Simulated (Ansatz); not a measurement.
**Sc3NbO2: a trial structure relaxed**

Aim: relax a trial structure of Sc3NbO2 and see where it ends.

Program: Ansatz 0.2.0. Level of theory: DFT PBE, scalar-relativistic, plane waves, PAW. These are calculated values, not measurements.

1 further run of the same task is left out (set aside as unsound or not needed).

**1. Starting point**

The structure is hexagonal, space group P6/mmm (No. 191). Conventional cell: a = 4.072 Å, b = 4.072 Å, c = 6.925 Å, α = 90.00°, β = 90.00°, γ = 120.00°. Around Sc (site symmetry -6m2) lie 6 Sc at 2.35 Å. Sc (site symmetry 6/mmm) has 2 O at 1.92 Å as nearest neighbours. Nb (site symmetry 6/mmm) is surrounded by 2 O at 1.55 Å. O (site symmetry 6mm) is surrounded by 1 Nb at 1.55 Å and 1 Sc at 1.92 Å.

As a file:

```
CELL_PARAMETERS angstrom
4.07227 0.00000 0.00000
-2.03614 3.52669 0.00000
0.00000 0.00000 6.92523
ATOMIC_POSITIONS crystal
Sc 0.33333 0.66667 0.00000
Sc 0.66667 0.33333 0.00000
Sc 0.00000 0.00000 0.00000
Nb 0.00000 0.00000 0.50000
O 0.00000 0.00000 0.27677
O 0.00000 0.00000 0.72323
```

Recipe of the guess: random cell by space group and Wyckoff sites (P6/mmm, No. 191). Its size is a rough estimate.

**2. Probe: one point on a coarse mesh**

Contents of input.yaml:

```yaml
crystal:
  lattice:
    - [4.07227169, 0.0, 0.0]
    - [-2.03613584, 3.52669073, 0.0]
    - [0.0, 0.0, 6.92522679]
  atoms:
    - { symbol: Sc, position: [0.33333333, 0.66666667, 0.0] }
    - { symbol: Sc, position: [0.66666667, 0.33333333, 0.0] }
    - { symbol: Sc, position: [0.0, 0.0, 0.0] }
    - { symbol: Nb, position: [0.0, 0.0, 0.5] }
    - { symbol: O, position: [0.0, 0.0, 0.27676647] }
    - { symbol: O, position: [0.0, 0.0, 0.72323353] }
basis:
  ecutwfc: 420
kpoints:
  mp_grid: { grid: [6, 6, 4] }
hamiltonian:
  xc: pbe
scf:
  occupations: { method: gaussian, width: 0.1 }
  lower_state_search: "off"
output:
  forces: true
  stress: true
  eigenvalues: true
```

On the command line:

```sh
$ ansatz run input.yaml --threads 1 --pin off --max-ram 2560MiB --backend cpu --events-out ev --progress --plain --runs-dir out
```

Further runs follow: a loose first relaxation; final relaxation.

**Question.** What will these runs give? Wanted: conventional cell; volume; energy over the elements; gap on the mesh.

**Answer**, as computed:

```
                                                              quantity                                                                       value
                                symmetry at the end (tolerance 0.05 Å)                                                space group P6/mmm (No. 191)
                                                     conventional cell  a = 5.483 Å, b = 5.483 Å, c = 7.717 Å, α = 90.00°, β = 90.00°, γ = 120.00°
                                                                volume                                                               33.49 Å³/atom
energy over the elements (uncorrected; H, N, O, F and Cl as molecules)                                                               -0.06 eV/atom
                                                       gap on the mesh                                                                none (metal)
```

The space group P6/mmm (No. 191) is kept, and the volume per atom grows by 102.0 % from the first guess. A negative formation energy is needed for stability but isn't enough; other structures and compounds were not set against it here. No finished test with a distortion of lower symmetry is shown, so the end may be a saddle point. Some metallic runs here have no spin polarisation while others do, so their energies compare only roughly. Where forces pass 15 eV/Å atoms stand far too close, the PAW spheres overlap strongly and those numbers are rough. Other magnetic orders were not searched.
